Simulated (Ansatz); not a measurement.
**C2H2In radical: two vibrations frozen in**

The runs use Ansatz 0.2.0; UKS PBE-D4/def2-SVP.

### Step 1. The starting structure

SMILES `C#[C][InH]`, 5 atoms, charge 0, spin multiplicity 2.

Atoms are counted from 1 here; the program's logs count them from 0.

Bond lengths: C1–C2 1.236 Å, C1–H4 1.084 Å, C2–In3 2.148 Å, In3–H5 1.785 Å. Angles: C2–C1–H4 178.3°, C1–C2–In3 172.6°, C2–In3–H5 118.0°.

Coordinates:

```xyz
5

C    -1.56923   -0.21399   -0.18375
C    -0.36792    0.06941   -0.12485
In    1.65824    0.77898   -0.18458
H    -2.61704   -0.48828   -0.21652
H     2.89595   -0.14611    0.70971
```

This geometry comes from a loose relaxation at PBE in a small basis, which is not shown.

### Step 4. Plan of the scan

The axes are (1) normal mode 1 (146 cm⁻¹): 9 values from −1.207 amu½·Å; (2) normal mode 2 (158 cm⁻¹): 9 values from −1.247 amu½·Å.

Nothing else is relaxed (straight displacements along the two mass-weighted modes). Energies count from the relaxed molecule at the same level. Points are written as (first, second).

The patterns, per unit of each coordinate (Å):

| atom | x1 | y1 | z1 | x2 | y2 | z2 |
| --- | --- | --- | --- | --- | --- | --- |
| C1 | 0.019 | -0.063 | -0.091 | 0.009 | 0.100 | -0.067 |
| C2 | -0.040 | 0.131 | 0.191 | 0.064 | -0.167 | 0.128 |
| In3 | 0.001 | -0.004 | -0.006 | -0.009 | 0.003 | -0.004 |
| H4 | 0.064 | -0.208 | -0.303 | -0.037 | 0.292 | -0.208 |
| H5 | 0.034 | -0.111 | -0.162 | 0.218 | 0.215 | -0.102 |

(The set-up runs are not shown.)

### Step 5. The run at (−0.302 amu½·Å, 1.247 amu½·Å)

Input file input.yaml:

```yaml
crystal:
  periodic: [false, false, false]
  atoms:
    - { symbol: C, position_ang: [-1.564718, -0.070809, -0.239344] }
    - { symbol: C, position_ang: [-0.276364, -0.17817, -0.022822] }
    - { symbol: In, position_ang: [1.646176, 0.782828, -0.186867] }
    - { symbol: H, position_ang: [-2.683217, -0.060731, -0.385396] }
    - { symbol: H, position_ang: [3.158531, 0.156716, 0.631504] }
magnetization:
  spin_polarized: true
  initial_magnetization: 1
basis:
  gaussian: { orbitals: def2-SVP }
hamiltonian:
  xc: pbe
  dispersion: d4
output:
  forces: true
```

Started as:

```sh
> ansatz run input.yaml --threads 1 --pin off --max-ram 2560MiB --backend cpu --events-out ev --progress --plain --runs-dir out
```

Q: Estimate wall time and peak memory on 1 thread of Intel Xeon at 2.50GHz (Skylake/Cascade Lake), shared host.

About 5.9 s, with a peak of 0.14 GiB.
